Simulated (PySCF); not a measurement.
# C5H7NO2: the cost of one run

Computed with PySCF 2.14.0 and routines of our own; the level stands in each step. Atoms count from 0.

### 1 The system as given

15 atoms, charge 0, multiplicity 1; geometry from: GFN2-xTB.

### 2 Magnetic properties: GIAO PBE/pcSseg-1

What the job is given:

```
{"job": {"kind": "mag", "xc": "PBE", "basis": "pcSseg-1", "isotopologues": 2}, "charge": 0, "multiplicity": 1}
N      1.816700    -0.615115     0.397082
C      1.593927     0.682581     0.153685
O      2.270838     1.590775     0.569227
C      0.347463     0.913614    -0.734951
C     -0.840088     0.977637     0.144750
C     -1.649245    -0.045482     0.472725
C     -1.523918    -1.412099     0.005191
O     -0.540896    -1.925056    -0.491456
H      2.589740    -0.878381     0.985780
H      1.173341    -1.320300     0.058283
H      0.489735     1.862826    -1.250889
H      0.274992     0.091043    -1.445861
H     -1.058449     1.953532     0.560395
H     -2.507181     0.145739     1.101471
H     -2.441373    -2.013325     0.144263
```

Level: GIAO PBE/pcSseg-1 magnetisability, rotational g tensor and spin-rotation constants, non-relativistic, gas phase.

Command:

```console
OMP_NUM_THREADS=1 python excited_run.py task.json out
```

One launch serves the whole session: the jobs run in the order shown.

Q: Estimate the wall time and peak memory of this first job on 1 thread of Arm Neoverse N1, shared host.

About 61 s, with a peak of 0.57 GiB.
